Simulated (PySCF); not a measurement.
# C8H16N2: vibronic structure

What do calculations give for the vibronic structure of C8H16N2 (`CC(C)N(C)/N=C/C1CC1`)?

Programs: PySCF 2.14.0, with routines of our own; each step states its level. All values are computed. Atoms count from 0.

## (1) The starting structure

26 atoms, charge 0, multiplicity 1; geometry from: GFN2-xTB.

## (2) Vibronic structure: TDDFT PBE0/def2-SV(P)

What the job is given:

```
{"job": {"kind": "vib", "xc": "PBE0", "basis": "def2-SV(P)", "tda": false}, "charge": 0, "multiplicity": 1}
C     -2.239671     1.508321    -0.922119
C     -2.235040     0.040000    -0.509032
C     -2.686067    -0.118781     0.946473
N     -0.906823    -0.517563    -0.722506
C     -0.788221    -1.954679    -0.839720
N      0.074673     0.217908    -0.198022
C      1.246457    -0.209146     0.038692
C      2.257742     0.732833     0.537277
C      3.297805     0.256879     1.517965
C      3.694208     0.573500     0.112894
H     -3.243837     1.915484    -0.840276
H     -1.568163     2.071169    -0.281477
H     -1.899317     1.607420    -1.949097
H     -2.917689    -0.516923    -1.162207
H     -2.725104    -1.169530     1.225506
H     -1.981532     0.390666     1.599709
H     -3.673319     0.312889     1.087827
H      0.041785    -2.194858    -1.507738
H     -0.608994    -2.440322     0.128465
H     -1.704170    -2.351049    -1.270581
H      1.582564    -1.238403    -0.111363
H      1.880358     1.739998     0.657289
H      3.599958     0.929616     2.306034
H      3.271648    -0.780331     1.818288
H      4.271911     1.465333    -0.074654
H      3.937790    -0.247819    -0.544509
```

Level: TDDFT PBE0/def2-SV(P) vertical-gradient vibronic structure (displaced harmonic oscillators, Condon), gas phase.

Run with:

```sh
> OMP_NUM_THREADS=1 python excited_run.py task.json out
```

One launch serves the whole session: the jobs run in the order shown.

What it wrote:

```text
final grid: 91232 points
cycle   1  E = -423.0095234117  dE =  1.331e+00  |g| = 4.545e-01  |ddm| = 5.162e+00
cycle   2  E = -423.0088165709  dE =  7.068e-04  |g| = 4.778e-01  |ddm| = 1.158e+00
cycle   3  E = -423.0662244108  dE = -5.741e-02  |g| = 7.336e-02  |ddm| = 5.694e-01
cycle   4  E = -423.0669017109  dE = -6.773e-04  |g| = 4.933e-02  |ddm| = 1.337e-01
cycle   5  E = -423.0674471884  dE = -5.455e-04  |g| = 1.218e-02  |ddm| = 6.068e-02
cycle   6  E = -423.0674759527  dE = -2.876e-05  |g| = 4.216e-03  |ddm| = 1.539e-02
cycle   7  E = -423.0674797106  dE = -3.758e-06  |g| = 8.973e-04  |ddm| = 5.840e-03
cycle   8  E = -423.0674798813  dE = -1.707e-07  |g| = 2.145e-04  |ddm| = 1.314e-03
cycle   9  E = -423.0674798930  dE = -1.168e-08  |g| = 5.072e-05  |ddm| = 3.170e-04
cycle  10  E = -423.0674798936  dE = -6.237e-10  |g| = 1.505e-05  |ddm| = 9.967e-05
converged SCF energy = -423.0674798936

Singlet excitations (eV, f): 5.820 (0.4900)  6.153 (0.0075)  6.201 (0.0713)  6.615 (0.0114)  6.873 (0.0061)  7.275 (0.0043)

State S1  5.8201 eV  f = 0.48998  H->L 0.93
  relaxed dipole 2.320 D, largest gradient of the excitation energy 0.0917 Eh/bohr
  mode    cm-1        S   lambda/meV  Raman
   56   1699.5    0.6879     145.0   1.000
    4    115.1    8.5468     121.9   0.057
   14    414.6    0.8024      41.2   0.069
   20    842.4    0.3424      35.8   0.122
   40   1264.7    0.1491      23.4   0.120
    3    100.7    1.5165      18.9   0.008
   36   1160.7    0.1260      18.1   0.085
    7    191.9    0.7472      17.8   0.014
   16    510.3    0.2571      16.3   0.034
    2     50.6    2.5625      16.1   0.003
   38   1219.3    0.0952      14.4   0.071
   43   1339.4    0.0853      14.2   0.077
  reorganisation energy 0.6209 eV, total S 18.290, 0-0 5.1991 eV

State S3  6.2007 eV  f = 0.07133  H->L+1 0.62, H-1->L 0.32
  relaxed dipole 2.665 D, largest gradient of the excitation energy 0.0635 Eh/bohr
  mode    cm-1        S   lambda/meV  Raman
    5    132.0    6.2422     102.2   0.142
   56   1699.5    0.2647      55.8   1.000
   15    463.8    0.5812      33.4   0.164
    2     50.6    4.8903      30.7   0.016
   47   1412.6    0.0557       9.7   0.145
   32   1095.5    0.0628       8.5   0.099
   11    335.0    0.1839       7.6   0.027
   62   3036.0    0.0180       6.8   0.217
   10    300.3    0.1730       6.4   0.020
    7    191.9    0.2665       6.3   0.013
   46   1403.4    0.0319       5.6   0.082
   30   1067.7    0.0387       5.1   0.058
  reorganisation energy 0.3200 eV, total S 13.370, 0-0 5.8807 eV

State S4  6.6150 eV  f = 0.01137  H->L+2 0.94
  relaxed dipole 1.541 D, largest gradient of the excitation energy 0.0452 Eh/bohr
  mode    cm-1        S   lambda/meV  Raman
    5    132.0    5.9294      97.0   0.177
   15    463.8    1.0679      61.4   0.395
   13    392.2    1.0792      52.5   0.285
   56   1699.5    0.2015      42.5   1.000
    3    100.7    3.3650      42.0   0.059
   32   1095.5    0.2031      27.6   0.419
   30   1067.7    0.1635      21.6   0.320
    4    115.1    1.4126      20.2   0.032
   14    414.6    0.3752      19.3   0.111
   18    799.0    0.1693      16.8   0.186
   45   1393.4    0.0949      16.4   0.317
    2     50.6    2.4986      15.7   0.011
  reorganisation energy 0.5932 eV, total S 18.537, 0-0 6.0218 eV

State T1  3.7598 eV  f = 0.00000  H->L 0.95
  relaxed dipole 2.816 D, largest gradient of the excitation energy 0.1588 Eh/bohr
  mode    cm-1        S   lambda/meV  Raman
   56   1699.5    2.4660     519.6   1.000
   16    510.3    0.4283      27.1   0.016
   14    414.6    0.5113      26.3   0.012
    4    115.1    1.8221      26.0   0.003
   22    908.2    0.1355      15.3   0.016
    5    132.0    0.8528      14.0   0.002
   41   1299.8    0.0865      13.9   0.021
   45   1393.4    0.0660      11.4   0.018
    3    100.7    0.7352       9.2   0.001
   19    808.6    0.0886       8.9   0.008
    7    191.9    0.3495       8.3   0.002
   32   1095.5    0.0554       7.5   0.009
  reorganisation energy 0.7536 eV, total S 8.605, 0-0 3.0062 eV
  absorption maximum 3.726 eV, width 0.874 eV
```

It took 82 s on 1 thread of Intel Xeon at 2.60GHz, shared host; peak memory 1.1 GiB.

The fields below are evaluated on a grid from the run's orbitals.

Frontier orbitals at PBE0/def2-SV(P), with the share of their density that lies nearest to each atom:

```csv
orbital,energy (eV),lies on
HOMO,-5.51,N3 39 %; C6 20 %; N5 9 %
LUMO,0.88,N5 34 %; C6 30 %; N3 8 %
```

ELF in a plane through or near 11 of the atoms.

Ten even steps from ' ' (0.00) to '@' (1.00):
```
                                                        
                                                        
                                                        
                            ......==##==                
                          --++====@@@@@@::              
                  ::**::  ==##----@@@@@@..              
                  ##@@@@--..++----%%%%..                
          ::--..  ##@@@@##  ::##%%::    ====            
        ..++##==  ::####++::------==--@@@@@@++          
        --**++==--++##..******++==%%::@@@@%%--          
      ..--++--==%%**%%++##::--======::**##--            
      ..**%%++**##--++..--@@@@--  ##@@**..              
      ::##%%**..==@@@@..  %%**  ++**--**##**::          
      ..++**::  ==@@@@--  ::  ++@@@@++@@@@@@%%          
                ::@@@@--      @@@@@@**%%@@@@%%          
                  ====        %%@@%%--++@@@@==          
                                --..    ..              
                                                        
                                                        
                                                        
```
The map spans 13.7 Å across and 10.0 Å up, centred on the molecule. Atoms in the plane (x, y in Å): C1 (2.3, -0.1), N3 (1.0, 0.6), C4 (1.0, 2.0), N5 (0.0, -0.2), C6 (-1.2, 0.3), C9 (-3.7, -0.3), H10 (3.2, -2.0), H11 (1.5, -2.1), H13 (3.1, 0.5), H19 (2.0, 2.4), H20 (-1.5, 1.4).

On the surface of density 0.002 e/bohr³ the electrostatic potential runs, from the 1st to the 99th percentile, from -1.28 V near N5 to 0.80 V near H19.

## (3) Vibronic structure: TDDFT PBE0/pcseg-0

Settings changed since step 2:

```diff
@@ -1,2 +1,2 @@
-{"job": {"kind": "vib", "xc": "PBE0", "basis": "def2-SV(P)", "tda": false}, "charge": 0, "multiplicity": 1}
+{"job": {"kind": "vib", "xc": "PBE0", "basis": "pcseg-0", "tda": false, "temperature": 200, "grid": 3}, "charge": 0, "multiplicity": 1}
 C     -2.239671     1.508321    -0.922119
```

Level: TDDFT PBE0/pcseg-0 vertical-gradient vibronic structure (displaced harmonic oscillators, Condon), gas phase.

What it wrote:

```text
coarse grid: 20736 points
cycle   1  E = -422.2923264525  dE =  1.328e+00  |g| = 3.387e-01  |ddm| = 5.129e+00
cycle   2  E = -422.2968199881  dE = -4.494e-03  |g| = 3.460e-01  |ddm| = 1.016e+00
cycle   3  E = -422.3244543823  dE = -2.763e-02  |g| = 6.700e-02  |ddm| = 4.141e-01
cycle   4  E = -422.3250377562  dE = -5.834e-04  |g| = 4.490e-02  |ddm| = 1.452e-01
cycle   5  E = -422.3255055657  dE = -4.678e-04  |g| = 9.110e-03  |ddm| = 5.926e-02
cycle   6  E = -422.3255209351  dE = -1.537e-05  |g| = 3.093e-03  |ddm| = 1.305e-02
cycle   7  E = -422.3255231159  dE = -2.181e-06  |g| = 6.477e-04  |ddm| = 5.520e-03
final grid: 297680 points
cycle   8  E = -422.2845529184  dE = -5.364e-05  |g| = 6.988e-03  |ddm| = 4.210e-02
cycle   9  E = -422.2845532807  dE = -3.624e-07  |g| = 6.942e-03  |ddm| = 1.665e-02
cycle  10  E = -422.2845655591  dE = -1.228e-05  |g| = 4.795e-04  |ddm| = 8.558e-03
cycle  11  E = -422.2845655950  dE = -3.589e-08  |g| = 3.173e-04  |ddm| = 9.907e-04
cycle  12  E = -422.2845656175  dE = -2.245e-08  |g| = 9.608e-05  |ddm| = 4.775e-04
cycle  13  E = -422.2845656196  dE = -2.084e-09  |g| = 1.740e-05  |ddm| = 1.678e-04
cycle  14  E = -422.2845656196  dE = -7.196e-11  |g| = 6.588e-06  |ddm| = 3.972e-05
converged SCF energy = -422.2845656196

Singlet excitations (eV, f): 5.946 (0.3145)  6.123 (0.2486)  6.531 (0.0169)  7.023 (0.0096)  7.362 (0.0067)  7.671 (0.0041)

State S1  5.9460 eV  f = 0.31454  H->L 0.64, H-1->L 0.33
  relaxed dipole 2.731 D, largest gradient of the excitation energy 0.0936 Eh/bohr
  mode    cm-1        S   lambda/meV  Raman
    4    115.1   30.2046     430.9   0.243
    2     50.6   31.1950     195.8   0.049
    5    132.0   11.2334     183.8   0.119
   20    842.4    1.3787     144.0   0.594
   56   1699.5    0.5703     120.2   1.000
   15    463.8    1.5302      88.0   0.200
   14    414.6    1.6694      85.8   0.174
   11    335.0    0.8599      35.7   0.059
   40   1264.7    0.2035      31.9   0.198
   21    865.1    0.2448      26.3   0.111
   10    300.3    0.5557      20.7   0.030
   13    392.2    0.3922      19.1   0.037
  reorganisation energy 1.4889 eV, total S 82.638, 0-0 4.4571 eV

State S2  6.1229 eV  f = 0.24862  H-1->L 0.65, H->L 0.33
  relaxed dipole 2.699 D, largest gradient of the excitation energy 0.0925 Eh/bohr
  mode    cm-1        S   lambda/meV  Raman
    4    115.1   18.5046     264.0   0.211
   13    392.2    3.8445     187.0   0.510
    2     50.6   18.4838     116.0   0.041
   10    300.3    3.0389     113.1   0.236
    3    100.7    7.3025      91.1   0.064
   56   1699.5    0.4017      84.6   1.000
   20    842.4    0.4332      45.2   0.265
    7    191.9    1.8905      45.0   0.060
   31   1084.4    0.3266      43.9   0.331
   40   1264.7    0.2758      43.2   0.380
   12    353.2    0.6054      26.5   0.065
    9    228.6    0.7779      22.0   0.035
  reorganisation energy 1.2451 eV, total S 58.852, 0-0 4.8778 eV

State S3  6.5309 eV  f = 0.01685  H->L+1 0.98
  relaxed dipole 5.893 D, largest gradient of the excitation energy 0.0426 Eh/bohr
  mode    cm-1        S   lambda/meV  Raman
    5    132.0    7.4463     121.9   0.197
   13    392.2    1.2995      63.2   0.303
    4    115.1    3.3593      47.9   0.067
   15    463.8    0.8158      46.9   0.266
   16    510.3    0.5621      35.6   0.222
   56   1699.5    0.1667      35.1   0.730
   11    335.0    0.8445      35.1   0.144
    3    100.7    2.2479      28.1   0.035
   62   3036.0    0.0716      27.0   1.000
   32   1095.5    0.1632      22.2   0.297
   47   1412.6    0.0947      16.6   0.286
   31   1084.4    0.0977      13.1   0.174
  reorganisation energy 0.6104 eV, total S 19.172, 0-0 5.9204 eV

State T1  3.8411 eV  f = 0.00000  H->L 0.95
  relaxed dipole 3.101 D, largest gradient of the excitation energy 0.1542 Eh/bohr
  mode    cm-1        S   lambda/meV  Raman
   56   1699.5    2.3389     492.8   1.000
    4    115.1    2.4183      34.5   0.005
   14    414.6    0.6422      33.0   0.016
   16    510.3    0.3340      21.1   0.013
   22    908.2    0.1341      15.1   0.016
   41   1299.8    0.0819      13.2   0.020
   19    808.6    0.1129      11.3   0.011
   45   1393.4    0.0652      11.3   0.019
    3    100.7    0.7768       9.7   0.001
   20    842.4    0.0811       8.5   0.009
   28   1038.2    0.0583       7.5   0.009
   32   1095.5    0.0536       7.3   0.010
  reorganisation energy 0.7266 eV, total S 8.261, 0-0 3.1145 eV
  absorption maximum 3.823 eV, width 0.852 eV
```

It took 2.9 min on 1 thread of Intel Xeon at 2.60GHz, shared host; peak memory 0.95 GiB.

## (4) Results

```
                                                                                       quantity                      value
S1: vertical, reorganisation, 0-0, total S (step 2, TDDFT PBE0/def2-SV(P), modes from GFN2-xTB)  5.82, 0.62, 5.20 eV; 18.3
S3: vertical, reorganisation, 0-0, total S (step 2, TDDFT PBE0/def2-SV(P), modes from GFN2-xTB)  6.20, 0.32, 5.88 eV; 13.4
S4: vertical, reorganisation, 0-0, total S (step 2, TDDFT PBE0/def2-SV(P), modes from GFN2-xTB)  6.62, 0.59, 6.02 eV; 18.5
                                                          surface potential, 1st and 99th percentile         -1.28 V and 0.80 V
   S1: vertical, reorganisation, 0-0, total S (step 3, TDDFT PBE0/pcseg-0, modes from GFN2-xTB)  5.95, 1.49, 4.46 eV; 82.6
   S2: vertical, reorganisation, 0-0, total S (step 3, TDDFT PBE0/pcseg-0, modes from GFN2-xTB)  6.12, 1.25, 4.88 eV; 58.9
   S3: vertical, reorganisation, 0-0, total S (step 3, TDDFT PBE0/pcseg-0, modes from GFN2-xTB)  6.53, 0.61, 5.92 eV; 19.2
```

In words: Some states lie very close; unless symmetry makes them partners, their order is unsure. In steps 2, 3 the harmonic model is doubtful. Where the total S runs above about 15, the geometry moves far on excitation and the harmonic model is stretched, so its 0-0 value is in doubt. The vibronic model keeps the ground-state modes (from xTB) and shifts them along the gradient alone, so it can miss much of the relaxation that a full optimisation finds.
